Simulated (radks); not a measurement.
# La¹⁰⁺ in [Kr] 4d10 5s1: an all-electron calculation

An exercise on one series of results from a longer session: the logs are not shown, and one member is left open.

Program: radks (a radial shooting solver on a logarithmic mesh, Libxc functionals) version 1. Level of theory: Dirac Kohn-Sham, BLYP, spin-unpolarised, spherical densities, finite nucleus. These are calculated values, not measurements, unless marked.

**The system**

* element: lanthanum (Z = 57)
* charge: +10
* electrons: 47
* configuration: [Kr] 4d10 5s1
* nuclear rms radius: 4.855 fm

Outer shells as boxes (Hund's rule):

La¹⁰⁺
```
[Kr] core
4d [↑↓][↑↓][↑↓][↑↓][↑↓]
5s [↑ ]
```

The first run:

Settings of this run:

```text
Z 57
configuration [Kr] 4d10 5s1
relativity Dirac
functional b88,lyp
spin unpolarised
j_filling energy
nucleus finite rms 4.855 fm
c 137.035999084
```

Command:

```bash
python run_ks.py task.json out
```

The same process makes all the runs of this session.

One of the session's tables, all rows but one given; the rest of the session is left out.

It belongs to the step «Radial structure». Radial moments (bohr):

```
level      <r>  outermost maximum (interpolated)  90 % within  nodes
1s1/2  0.02507                            0.0161       0.0452      0
2s1/2   0.1070                            0.0911        0.166      1
2p1/2  0.08989                            0.0695        0.148      0
2p3/2  0.09599                            0.0746        0.156      0
3s1/2   0.2847                             0.261        0.418      2
3p1/2   0.2745                             0.247        0.413      1
3p3/2   0.2865                             0.258        0.429      1
3d3/2   0.2575                             0.208        0.403      0
3d5/2        ?                                 ?            ?      ?
4s1/2   0.6504                             0.607        0.933      3
4p1/2   0.6690                             0.617        0.971      2
4p3/2   0.6948                             0.641         1.01      2
4d3/2   0.7446                             0.662         1.11      1
4d5/2   0.7532                             0.670         1.12      1
5s1/2    1.374                              1.31         1.93      4
```

Q: Estimate the row for 3d5/2 from the others.

As computed: <r>: 0.2613; outermost maximum (interpolated): 0.211; 90 % within: 0.408; nodes: 0. In the column «<r>» it lies between 3d3/2 (0.2575) and 3p1/2 (0.2745).

Limits of these values: Spin polarisation and multiplet splitting are left out.
